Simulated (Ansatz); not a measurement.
Crystal: WF.

```xyz
2
Lattice="1.3659 0.7886 5.0696 -1.3659 0.7886 5.0696 0.0000 -1.5772 5.0696" Properties=species:S:1:pos:R:3 pbc="T T T"
W     0.0000    0.0000   12.3818
F     0.0000    0.0000   14.2525
```

The cell was built by a generator and needn't be a form met in nature.

- Program: Ansatz 0.2.0
- Task: relaxation of cell and atoms
- Functional: revPBE
- Potentials or basis: Ansatz PAW
- Cutoff: 420 eV (not typed: the program's choice for these potentials)
- k mesh: 11 × 11 × 11
- Occupations: fermi-dirac, width 0.05 eV
- Spin: no spin polarisation

At the start: volume 16.38 Å³/atom.

**Question.** Where does the relaxation end?

**Answer.** It ends after 12 steps and the volume is 17.78 Å³/atom (+8.6 %); space group R3m (No. 160, to 0.05 Å).

Step by step:
| step | energy change (eV) | largest force (eV/Å) | volume (Å³) |
| --- | --- | --- | --- |
| 1 | 0.0000 | 0.1322 | 32.76 |
| 2 | -0.0058 | 0.0000 | 33.62 |
| 3 | -0.0063 | 0.0388 | 34.19 |
| 4 | -0.0061 | 0.0088 | 34.48 |
| 5 | -0.0060 | 0.0001 | 34.53 |
| 6 | -0.0112 | 0.0017 | 34.53 |
| 7 | -0.0110 | 0.0245 | 35.03 |
| 8 | -0.0106 | 0.0011 | 35.28 |
| 9 | -0.0123 | 0.0014 | 35.28 |
| 10 | -0.0120 | 0.0006 | 35.48 |
| 11 | -0.0119 | 0.0019 | 35.57 |
| 12 | -0.0124 | 0.0021 | 35.57 |

Final structure:
```yaml
crystal:
  lattice:
    - [1.37688, 0.79495, 5.41563]
    - [-1.37688, 0.79495, 5.41563]
    - [0.00000, -1.58989, 5.41564]
  atoms:
    - { symbol: W, position: [0.81814, 0.81814, 0.81814] }
    - { symbol: F, position: [0.93310, 0.93310, 0.93310] }
```

Caveat: the plane-wave basis is chosen anew once the cell has moved, so the energies of steps on either side of that aren't comparable; the pressure holds a Pulay correction of +0.3 GPa for the finite cutoff; an odd number of electrons without spin polarisation forces a metal; a magnetic or distorted state may lie lower; the PAW data sets come from PBE, with cores solved anew for the run's functional, which leaves a small shift of forces and pressure.
